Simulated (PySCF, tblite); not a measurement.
# C₂H₈SeSi: dynamics, then NMR shifts and electronic excitations on frames

Aim: move C₂H₈SeSi (`CC[SiH2][SeH]`) away from its starting geometry and see how NMR shifts and electronic excitations follow the geometry.

Programs: tblite 0.8.0 and PySCF 2.14.0, with density-fitted response routines of our own. Each step states its level of theory. These are calculated values for one molecule in the gas phase, unless marked as measured. Atoms are numbered from 0 throughout.

### 1 The molecule as given

12 atoms, charge 0, multiplicity 1; geometry from: GFN2-xTB.

Bonds of the start (Å): C0–C1 1.52, C1–Si2 1.90, Si2–Se3 2.30, C0–H4 1.09, C0–H5 1.09, C0–H6 1.09, C1–H7 1.09, C1–H8 1.09, Si2–H9 1.46, Si2–H10 1.46, Se3–H11 1.43.

### 2 A short Langevin run with GFN2-xTB

What the job is given:

```
{"job": {"kind": "md", "xc": "GFN2-xTB", "basis": "xTB", "temperature": 300, "steps": 2000, "every": 50, "frames": 5}, "charge": 0, "multiplicity": 1}
C     -1.708854     0.176552     0.050335
C     -0.263416     0.458954    -0.334580
Si     0.948707    -0.741556     0.502446
Se     3.075939    -0.167224    -0.145458
H     -1.994397    -0.831457    -0.240584
H     -2.383434     0.876618    -0.439470
H     -1.845801     0.268625     1.124906
H     -0.161017     0.392086    -1.420258
H     -0.012224     1.486193    -0.060396
H      0.729547    -2.124840     0.081510
H      0.922854    -0.623514     1.959056
H      2.693293     0.828876    -1.103533
```

Level: GFN2-xTB Langevin dynamics, gas phase.

Command:

```
$ OMP_NUM_THREADS=1 python probes_run.py task.json out
```

This one command runs all jobs of the session in turn.

The program printed:

```text
t/fs     T/K      E/eV
    0.0   261.5   -361.44753
   25.0   142.0   -361.25128
   50.0   192.5   -361.05228
   75.0   316.0   -361.13764
  100.0   269.0   -361.03034
  125.0   375.2   -361.23685
  150.0   268.5   -361.15713
  175.0   301.6   -361.09459
  200.0   335.1   -361.08624
  225.0   347.2   -360.89781
  250.0   250.0   -360.86231
  275.0   356.8   -361.12299
  300.0   381.9   -361.05790
  325.0   348.5   -360.97730
  350.0   406.2   -360.99263
  375.0   358.8   -361.05604
  400.0   412.9   -361.15023
  425.0   247.1   -360.95922
  450.0   464.9   -361.12125
  475.0   335.1   -360.89704
  500.0   325.3   -361.09305
  525.0   309.2   -361.15486
  550.0   235.5   -361.19192
  575.0   231.9   -361.22599
  600.0   213.2   -361.04213
  625.0   232.0   -361.16008
  650.0   253.2   -361.10921
  675.0   275.3   -361.20969
  700.0   204.5   -360.97379
  725.0   343.6   -361.06152
  750.0   291.9   -361.11567
  775.0   263.2   -361.07113
  800.0   329.2   -361.01759
  825.0   292.1   -361.08501
  850.0   166.8   -360.89977
  875.0   267.1   -360.99390
  900.0   123.7   -360.94384
  925.0   289.4   -361.13510
  950.0   340.1   -361.07308
  975.0   290.1   -361.05936
 1000.0   233.9   -361.12312
```

Run time: 31 s. Hardware: 1 thread of AMD EPYC, shared host; peak memory 0.18 GiB.

Distance from the start (root mean square after alignment): 0 fs 0.00 Å, 200 fs 0.18 Å, 400 fs 0.19 Å, 600 fs 0.24 Å, 800 fs 0.38 Å, 1000 fs 0.82 Å.

Positions (Å) and forces (eV/Å) at 1000 fs:

```xyz
12

C    -2.124   -0.715    1.472   -0.026    1.055   -0.080
C    -0.781   -0.049    1.113   -0.664   -0.148   -0.372
Si    0.419   -1.121    0.142    1.050   -0.788    0.310
Se    2.722   -0.616    0.525   -0.449   -0.102   -0.009
H    -2.632   -1.168    0.643    0.098   -0.431   -0.507
H    -2.764    0.128    1.749   -0.152   -0.340    0.447
H    -2.046   -1.432    2.289    0.095    0.199   -0.175
H    -0.940    0.895    0.586   -0.297   -0.208   -0.502
H    -0.415    0.323    2.031    0.930    0.022    1.202
H     0.491   -0.881   -1.280   -0.386    0.025   -0.420
H     0.374   -2.589    0.446   -0.144    0.607   -0.075
H     3.156   -1.318   -0.657   -0.054    0.109    0.181
```

### 3 Shielding tensors: 250 fs, PBE0/pcSseg-1

What the job is given:

```
{"job": {"kind": "nmr", "xc": "PBE0", "basis": "pcSseg-1", "pop": false}, "charge": 0, "multiplicity": 1}
C     -2.065100     0.414800     0.236100
C     -0.618000     0.420400    -0.104000
Si     0.541100    -0.765300     0.874300
Se     2.633400     0.051500    -0.026700
H     -2.567500    -0.565500     0.042400
H     -2.583100     1.141600    -0.334300
H     -2.177600     0.617000     1.340700
H     -0.466900     0.152700    -1.192600
H     -0.370300     1.477300     0.181400
H      0.425700    -1.987200     0.124900
H      0.781300    -0.906300     2.239400
H      2.385400     1.506900    -0.259500
```

With the program's defaults for keys left out, this is: GIAO PBE0/pcSseg-1 NMR shielding, non-relativistic, gas phase.

The program printed:

```text
coarse grid: 43880 points
cycle   1  E = -2771.2381735769  dE = -9.643e-01  |g| = 7.141e-01  |ddm| = 3.052e+00
cycle   2  E = -2771.2381401849  dE =  3.339e-05  |g| = 4.720e-01  |ddm| = 7.853e-01
cycle   3  E = -2771.2768156683  dE = -3.868e-02  |g| = 1.491e-01  |ddm| = 4.973e-01
cycle   4  E = -2771.2825256262  dE = -5.710e-03  |g| = 2.708e-02  |ddm| = 1.420e-01
cycle   5  E = -2771.2826609112  dE = -1.353e-04  |g| = 6.106e-03  |ddm| = 2.782e-02
cycle   6  E = -2771.2826709354  dE = -1.002e-05  |g| = 1.218e-03  |ddm| = 7.515e-03
cycle   7  E = -2771.2826711837  dE = -2.484e-07  |g| = 2.989e-04  |ddm| = 1.441e-03
final grid: 90392 points
cycle   8  E = -2771.2826654201  dE = -2.489e-08  |g| = 3.051e-04  |ddm| = 1.255e-03
cycle   9  E = -2771.2826654188  dE =  1.361e-09  |g| = 3.419e-04  |ddm| = 7.490e-04
cycle  10  E = -2771.2826654398  dE = -2.100e-08  |g| = 2.594e-05  |ddm| = 3.634e-04
cycle  11  E = -2771.2826654400  dE = -1.974e-10  |g| = 5.124e-06  |ddm| = 3.430e-05
converged SCF energy = -2771.2826654400

GIAO shielding tensors (ppm)
atom      isotropic    diamagn.    paramagn.     s11        s22        s33       span
  0 C      168.384     245.698     -77.313    160.298    162.130    182.725     22.427
  1 C      157.867     252.319     -94.453    138.590    161.816    173.194     34.605
  2 Si     379.448     879.508    -500.060    349.789    369.924    418.632     68.843
  3 Se    2099.458    3000.323    -900.865   1683.946   2108.603   2505.825    821.878
  4 H       29.722      28.272       1.450     25.643     27.825     35.698     10.055
  5 H       30.615      29.130       1.485     25.620     28.407     37.820     12.200
  6 H       29.559      27.965       1.594     24.793     28.222     35.661     10.867
  7 H       28.674      31.076      -2.403     23.119     30.329     32.573      9.454
  8 H       28.747      32.066      -3.318     22.329     31.194     32.719     10.390
  9 H       27.164      29.648      -2.484     23.446     25.404     32.644      9.198
 10 H       27.121      29.353      -2.232     22.247     25.695     33.421     11.174
 11 H       30.865      30.069       0.796     21.826     26.611     44.158     22.333
```

Wall time 28 s (1 thread of AMD EPYC, shared host); peak memory 0.66 GiB.

The references, computed at this level on geometries of the same kind, shield at (ppm): 1H TMS 31.72, 13C TMS 186.9, 29Si TMS 349.2, 77Se Me2Se 1758. Their shielding less the atom's gives the shift. The references are single molecules in the gas phase. Each atom is listed at this fixed geometry, with no averaging over motion; a spectrum would average atoms that exchange fast.

```tsv
atoms	environment	σ (ppm)	δ (ppm)
C1	sp3 CH2 bonded to Si	157.9	29.1
C0	methyl carbon	168.4	18.5
H10	hydrogen on a silicon bonded to C, Se	27.12	4.60
H9	hydrogen on a silicon bonded to C, Se	27.16	4.55
H7	hydrogen on an sp3 CH2 bonded to Si	28.67	3.04
H8	hydrogen on an sp3 CH2 bonded to Si	28.75	2.97
H6	hydrogen on a methyl carbon	29.56	2.16
H4	hydrogen on a methyl carbon	29.72	2.00
H5	hydrogen on a methyl carbon	30.62	1.10
H11	hydrogen on a selenium bonded to Si	30.86	0.85
Si2	silicon bonded to C, Se, 2 H	379.4	-30.3
Se3	selenium bonded to Si, H	2099	-341
```

### 4 Ultraviolet spectrum: 250 fs, PBE0/def2-SVPD

The job, as its differences from that of step 3:

```diff
@@ -1,2 +1,2 @@
-{"job": {"kind": "nmr", "xc": "PBE0", "basis": "pcSseg-1", "pop": false}, "charge": 0, "multiplicity": 1}
+{"job": {"kind": "uv", "xc": "PBE0", "basis": "def2-SVPD", "nstates": 5, "ntriplets": 0}, "charge": 0, "multiplicity": 1}
 C     -2.065100     0.414800     0.236100
```

With the program's defaults for keys left out, this is: TDDFT PBE0/def2-SVPD, vertical, gas phase, core orbitals frozen in the response.

The program printed:

```text
coarse grid: 43880 points
cycle   1  E = -2771.0901603210  dE = -8.690e-01  |g| = 3.483e-01  |ddm| = 3.958e+00
cycle   2  E = -2771.0832759090  dE =  6.884e-03  |g| = 3.829e-01  |ddm| = 1.120e+00
cycle   3  E = -2771.1273870456  dE = -4.411e-02  |g| = 5.010e-02  |ddm| = 5.389e-01
cycle   4  E = -2771.1277960834  dE = -4.090e-04  |g| = 1.014e-02  |ddm| = 6.458e-02
cycle   5  E = -2771.1278205078  dE = -2.442e-05  |g| = 6.661e-03  |ddm| = 2.501e-02
cycle   6  E = -2771.1278314666  dE = -1.096e-05  |g| = 5.405e-04  |ddm| = 9.385e-03
cycle   7  E = -2771.1278315307  dE = -6.416e-08  |g| = 1.870e-04  |ddm| = 1.225e-03
final grid: 90392 points
cycle   8  E = -2771.1278035395  dE = -5.381e-08  |g| = 2.266e-04  |ddm| = 6.639e-03
cycle   9  E = -2771.1278035336  dE =  5.936e-09  |g| = 2.689e-04  |ddm| = 1.025e-03
cycle  10  E = -2771.1278035573  dE = -2.370e-08  |g| = 1.461e-05  |ddm| = 4.694e-04
cycle  11  E = -2771.1278035573  dE = -4.866e-11  |g| = 5.752e-06  |ddm| = 3.419e-05
converged SCF energy = -2771.1278035573

Static polarisability (au): isotropic 85.208, principal 71.621 79.447 104.555

Singlet excitations
state   eV       nm        f      main configurations
  1   4.4947    275.8   0.00813   H->L 0.98
  2   5.1729    239.7   0.00051   H->L+2 0.88, H->L+1 0.09
  3   5.4728    226.5   0.02717   H->L+1 0.88, H->L+2 0.10
  4   6.0619    204.5   0.10395   H-1->L 0.92
  5   6.1335    202.1   0.00255   H->L+3 0.98
```

Run time: 33 s. Hardware: 1 thread of AMD EPYC, shared host; peak memory 0.71 GiB.

The orbitals next to the gap, with their largest atomic shares:

```tsv
orbital	eV	atoms
HOMO−3	-9.84	C0 24 %, C1 22 %, H6 12 %
HOMO−2	-8.85	C1 30 %, Si2 20 %, C0 12 %
HOMO−1	-7.81	Se3 60 %, Si2 17 %, C1 9 %
HOMO	-6.45	Se3 82 %, Si2 7 %, H11 7 %
LUMO	-0.73	Si2 35 %, Se3 21 %, H10 10 %
LUMO+1	0.16	Se3 29 %, Si2 20 %, C1 10 %
LUMO+2	0.24	Se3 38 %, Si2 26 %, H11 13 %
```

With each of the 5 states as a Gaussian band of 0.4 eV half-width at 1/e, the curve within the window shown has maxima at 275 nm (ε 330), 205 nm (ε 4,400) L/(mol cm). Beyond the last state computed it falls off for lack of states. The curve at chosen wavelengths:

```json
{"nm": "193", "ε (L/mol/cm)": "1838"}
{"nm": "198", "ε (L/mol/cm)": "3317"}
{"nm": "203", "ε (L/mol/cm)": "4318"}
{"nm": "208", "ε (L/mol/cm)": "4311"}
{"nm": "213", "ε (L/mol/cm)": "3553"}
{"nm": "218", "ε (L/mol/cm)": "2656"}
{"nm": "223", "ε (L/mol/cm)": "1973"}
{"nm": "228", "ε (L/mol/cm)": "1503"}
{"nm": "233", "ε (L/mol/cm)": "1133"}
{"nm": "238", "ε (L/mol/cm)": "809"}
{"nm": "243", "ε (L/mol/cm)": "545"}
{"nm": "248", "ε (L/mol/cm)": "366"}
{"nm": "253", "ε (L/mol/cm)": "276"}
{"nm": "258", "ε (L/mol/cm)": "257"}
{"nm": "263", "ε (L/mol/cm)": "278"}
{"nm": "268", "ε (L/mol/cm)": "309"}
{"nm": "273", "ε (L/mol/cm)": "331"}
{"nm": "278", "ε (L/mol/cm)": "330"}
{"nm": "283", "ε (L/mol/cm)": "307"}
{"nm": "288", "ε (L/mol/cm)": "266"}
{"nm": "293", "ε (L/mol/cm)": "217"}
{"nm": "298", "ε (L/mol/cm)": "167"}
{"nm": "303", "ε (L/mol/cm)": "122"}
{"nm": "308", "ε (L/mol/cm)": "85"}
{"nm": "313", "ε (L/mol/cm)": "57"}
{"nm": "318", "ε (L/mol/cm)": "37"}
```

Ground-state properties from the same run:

```tsv
property	computed
dipole moment (D)	2.87
polarisability (Å³)	12.63
HOMO–LUMO gap (eV)	5.71
−ε(HOMO) (eV)	6.45
```

### 5 NMR shieldings: 425 fs, PBE0/pcSseg-1

What the job is given:

```
{"job": {"kind": "nmr", "xc": "PBE0", "basis": "pcSseg-1", "pop": false}, "charge": 0, "multiplicity": 1}
C     -2.159700     0.180600     0.865300
C     -0.701700     0.460200     0.592500
Si     0.242700    -1.089800     0.821700
Se     2.489600    -0.348100     0.222600
H     -2.731700    -0.234100     0.063900
H     -2.690900     1.145200     1.196500
H     -2.250400    -0.542500     1.689200
H     -0.577400     0.837800    -0.413600
H     -0.261200     1.205300     1.245600
H     -0.404100    -2.256400    -0.005300
H      0.368200    -1.391500     2.230300
H      1.989700     0.571600    -0.836800
```

Method: GIAO PBE0/pcSseg-1 NMR shielding, non-relativistic, gas phase.

The program printed:

```text
coarse grid: 43880 points
cycle   1  E = -2771.2558469890  dE = -9.553e-01  |g| = 7.210e-01  |ddm| = 3.035e+00
cycle   2  E = -2771.2562053801  dE = -3.584e-04  |g| = 4.806e-01  |ddm| = 7.129e-01
cycle   3  E = -2771.2945119464  dE = -3.831e-02  |g| = 1.376e-01  |ddm| = 4.601e-01
cycle   4  E = -2771.2992500787  dE = -4.738e-03  |g| = 2.469e-02  |ddm| = 1.291e-01
cycle   5  E = -2771.2993641640  dE = -1.141e-04  |g| = 5.231e-03  |ddm| = 2.763e-02
cycle   6  E = -2771.2993726685  dE = -8.505e-06  |g| = 1.391e-03  |ddm| = 8.409e-03
final grid: 90392 points
cycle   7  E = -2771.2993076247  dE =  1.442e-07  |g| = 1.722e-03  |ddm| = 3.498e-03
cycle   8  E = -2771.2993073061  dE =  3.186e-07  |g| = 2.146e-03  |ddm| = 4.193e-03
cycle   9  E = -2771.2993081906  dE = -8.845e-07  |g| = 6.096e-05  |ddm| = 2.353e-03
cycle  10  E = -2771.2993081916  dE = -9.782e-10  |g| = 4.842e-06  |ddm| = 5.798e-05
converged SCF energy = -2771.2993081916

GIAO shielding tensors (ppm)
atom      isotropic    diamagn.    paramagn.     s11        s22        s33       span
  0 C      174.099     244.640     -70.540    163.817    167.879    190.601     26.784
  1 C      176.536     254.405     -77.869    160.577    166.740    202.292     41.714
  2 Si     361.658     879.612    -517.955    310.667    351.954    422.352    111.685
  3 Se    2023.440    3001.423    -977.983   1751.934   1968.530   2349.856    597.922
  4 H       30.882      29.588       1.294     26.835     28.275     37.535     10.700
  5 H       28.759      26.065       2.694     23.288     26.290     36.698     13.410
  6 H       30.743      28.320       2.423     25.575     29.891     36.762     11.187
  7 H       31.165      33.970      -2.805     25.512     32.091     35.893     10.381
  8 H       30.604      32.427      -1.823     25.018     31.353     35.440     10.423
  9 H       25.826      27.613      -1.787     22.267     24.430     30.779      8.512
 10 H       26.957      29.348      -2.392     23.414     25.237     32.219      8.806
 11 H       30.720      30.835      -0.116     21.442     27.278     43.439     21.998
```

It took 25 s on 1 thread of AMD EPYC, shared host; peak memory 0.83 GiB.

Key values: δ C0 12.8, C1 10.4, Si2 -12.5, Se3 -265, H9 5.89, H10 4.76 ppm.

### 6 Excited states and response: 425 fs, PBE0/def2-SVPD

The job, as its differences from that of step 5:

```diff
@@ -1,2 +1,2 @@
-{"job": {"kind": "nmr", "xc": "PBE0", "basis": "pcSseg-1", "pop": false}, "charge": 0, "multiplicity": 1}
+{"job": {"kind": "uv", "xc": "PBE0", "basis": "def2-SVPD", "nstates": 5, "ntriplets": 0}, "charge": 0, "multiplicity": 1}
 C     -2.159700     0.180600     0.865300
```

Level: TDDFT PBE0/def2-SVPD, vertical, gas phase, core orbitals frozen in the response.

The program printed:

```text
coarse grid: 43880 points
cycle   1  E = -2771.1083222166  dE = -8.604e-01  |g| = 3.510e-01  |ddm| = 3.999e+00
cycle   2  E = -2771.1030655758  dE =  5.257e-03  |g| = 3.745e-01  |ddm| = 1.061e+00
cycle   3  E = -2771.1436934671  dE = -4.063e-02  |g| = 4.555e-02  |ddm| = 5.194e-01
cycle   4  E = -2771.1440320479  dE = -3.386e-04  |g| = 6.954e-03  |ddm| = 6.170e-02
cycle   5  E = -2771.1440421788  dE = -1.013e-05  |g| = 5.333e-03  |ddm| = 2.206e-02
cycle   6  E = -2771.1440506066  dE = -8.428e-06  |g| = 5.549e-04  |ddm| = 9.075e-03
final grid: 90392 points
cycle   7  E = -2771.1439575475  dE = -8.314e-08  |g| = 5.623e-04  |ddm| = 7.389e-03
cycle   8  E = -2771.1439575094  dE =  3.807e-08  |g| = 6.688e-04  |ddm| = 1.788e-03
cycle   9  E = -2771.1439576190  dE = -1.096e-07  |g| = 4.447e-05  |ddm| = 9.784e-04
cycle  10  E = -2771.1439576197  dE = -6.762e-10  |g| = 7.558e-06  |ddm| = 8.815e-05
converged SCF energy = -2771.1439576197

Static polarisability (au): isotropic 85.652, principal 70.958 78.537 107.461

Singlet excitations
state   eV       nm        f      main configurations
  1   4.7826    259.2   0.01224   H->L 0.95
  2   5.2140    237.8   0.01197   H->L+1 0.93
  3   6.0533    204.8   0.02068   H->L+2 0.91
  4   6.5121    190.4   0.00830   H->L+3 0.94
  5   6.5675    188.8   0.15211   H-1->L 0.82
```

Run time: 33 s. Hardware: 1 thread of AMD EPYC, shared host; peak memory 0.77 GiB.

This run: HOMO -6.69 eV, LUMO -0.57 eV; lowest singlet 4.78 eV.

### 7 NMR shieldings: 625 fs, PBE0/pcSseg-1

What the job is given:

```
{"job": {"kind": "nmr", "xc": "PBE0", "basis": "pcSseg-1", "pop": false}, "charge": 0, "multiplicity": 1}
C     -2.148800    -0.362700     1.481100
C     -0.753700     0.115700     1.260000
Si     0.273100    -1.179900     0.385300
Se     2.504400    -0.675500     0.322500
H     -2.521200    -0.863600     0.574000
H     -2.856800     0.492200     1.720500
H     -2.267500    -1.169500     2.157900
H     -0.740500     0.959700     0.611700
H     -0.231000     0.390900     2.227000
H     -0.200400    -1.228600    -1.001200
H      0.092500    -2.454400     1.038300
H      2.464800     0.778300     0.534100
```

Method: GIAO PBE0/pcSseg-1 NMR shielding, non-relativistic, gas phase.

The program printed:

```text
coarse grid: 43880 points
cycle   1  E = -2771.2645612531  dE = -8.634e-01  |g| = 7.199e-01  |ddm| = 3.074e+00
cycle   2  E = -2771.2623281263  dE =  2.233e-03  |g| = 4.947e-01  |ddm| = 6.535e-01
cycle   3  E = -2771.2999856201  dE = -3.766e-02  |g| = 1.442e-01  |ddm| = 4.470e-01
cycle   4  E = -2771.3052187364  dE = -5.233e-03  |g| = 2.398e-02  |ddm| = 1.426e-01
cycle   5  E = -2771.3053442548  dE = -1.255e-04  |g| = 4.528e-03  |ddm| = 2.762e-02
cycle   6  E = -2771.3053502490  dE = -5.994e-06  |g| = 1.181e-03  |ddm| = 6.215e-03
final grid: 90392 points
cycle   7  E = -2771.3053153752  dE =  4.676e-08  |g| = 1.310e-03  |ddm| = 2.387e-03
cycle   8  E = -2771.3053152600  dE =  1.153e-07  |g| = 1.496e-03  |ddm| = 2.435e-03
cycle   9  E = -2771.3053157242  dE = -4.643e-07  |g| = 1.750e-05  |ddm| = 1.326e-03
cycle  10  E = -2771.3053157243  dE = -8.822e-11  |g| = 6.482e-06  |ddm| = 3.448e-05
converged SCF energy = -2771.3053157243

GIAO shielding tensors (ppm)
atom      isotropic    diamagn.    paramagn.     s11        s22        s33       span
  0 C      176.845     245.779     -68.934    165.581    168.277    196.677     31.096
  1 C      178.011     254.400     -76.389    164.728    174.232    195.073     30.345
  2 Si     376.222     880.419    -504.197    338.642    364.955    425.067     86.425
  3 Se    2241.576    3000.935    -759.359   1943.168   2153.960   2627.601    684.433
  4 H       30.583      29.764       0.819     25.704     29.463     36.582     10.878
  5 H       29.143      26.334       2.809     23.526     26.423     37.479     13.952
  6 H       31.190      28.744       2.446     26.934     28.932     37.705     10.771
  7 H       31.312      34.580      -3.268     25.979     31.498     36.460     10.482
  8 H       29.887      30.069      -0.182     24.312     30.104     35.244     10.932
  9 H       26.817      29.889      -3.073     21.977     25.998     32.476     10.499
 10 H       27.435      29.642      -2.207     23.242     26.404     32.658      9.416
 11 H       31.075      30.770       0.305     21.218     26.392     45.615     24.397
```

It took 27 s on 1 thread of AMD EPYC, shared host; peak memory 0.8 GiB.

Key values: δ C0 10.1, C1 8.9, Si2 -27.1, Se3 -483, H9 4.90, H10 4.28 ppm.

### 8 Excited states and response: 625 fs, PBE0/def2-SVPD

The job, as its differences from that of step 7:

```diff
@@ -1,2 +1,2 @@
-{"job": {"kind": "nmr", "xc": "PBE0", "basis": "pcSseg-1", "pop": false}, "charge": 0, "multiplicity": 1}
+{"job": {"kind": "uv", "xc": "PBE0", "basis": "def2-SVPD", "nstates": 5, "ntriplets": 0}, "charge": 0, "multiplicity": 1}
 C     -2.148800    -0.362700     1.481100
```

With the program's defaults for keys left out, this is: TDDFT PBE0/def2-SVPD, vertical, gas phase, core orbitals frozen in the response.

The program printed:

```text
coarse grid: 43880 points
cycle   1  E = -2771.1172530171  dE = -7.686e-01  |g| = 3.402e-01  |ddm| = 4.144e+00
cycle   2  E = -2771.1120010218  dE =  5.252e-03  |g| = 3.660e-01  |ddm| = 9.706e-01
cycle   3  E = -2771.1490306090  dE = -3.703e-02  |g| = 4.439e-02  |ddm| = 4.649e-01
cycle   4  E = -2771.1494668306  dE = -4.362e-04  |g| = 1.065e-02  |ddm| = 7.324e-02
cycle   5  E = -2771.1495013427  dE = -3.451e-05  |g| = 6.042e-03  |ddm| = 2.809e-02
cycle   6  E = -2771.1495092015  dE = -7.859e-06  |g| = 4.606e-04  |ddm| = 9.351e-03
final grid: 90392 points
cycle   7  E = -2771.1494550401  dE = -7.818e-08  |g| = 3.699e-04  |ddm| = 6.658e-03
cycle   8  E = -2771.1494550424  dE = -2.315e-09  |g| = 3.453e-04  |ddm| = 1.122e-03
cycle   9  E = -2771.1494550785  dE = -3.602e-08  |g| = 3.258e-05  |ddm| = 5.123e-04
cycle  10  E = -2771.1494550787  dE = -2.947e-10  |g| = 4.713e-06  |ddm| = 5.986e-05
converged SCF energy = -2771.1494550787

Static polarisability (au): isotropic 82.348, principal 68.921 74.930 103.193

Singlet excitations
state   eV       nm        f      main configurations
  1   5.1839    239.2   0.01005   H->L 0.90, H->L+1 0.09
  2   5.6490    219.5   0.01659   H->L+1 0.81, H->L 0.08
  3   6.1191    202.6   0.02929   H->L+2 0.89
  4   6.8085    182.1   0.00502   H->L+3 0.83, H-1->L 0.14
  5   6.8238    181.7   0.01707   H-1->L 0.80, H->L+3 0.13
```

Wall time 33 s (1 thread of AMD EPYC, shared host); peak memory 0.77 GiB.

This run: HOMO -6.86 eV, LUMO -0.27 eV; lowest singlet 5.18 eV.

[end of part 1 of 2]
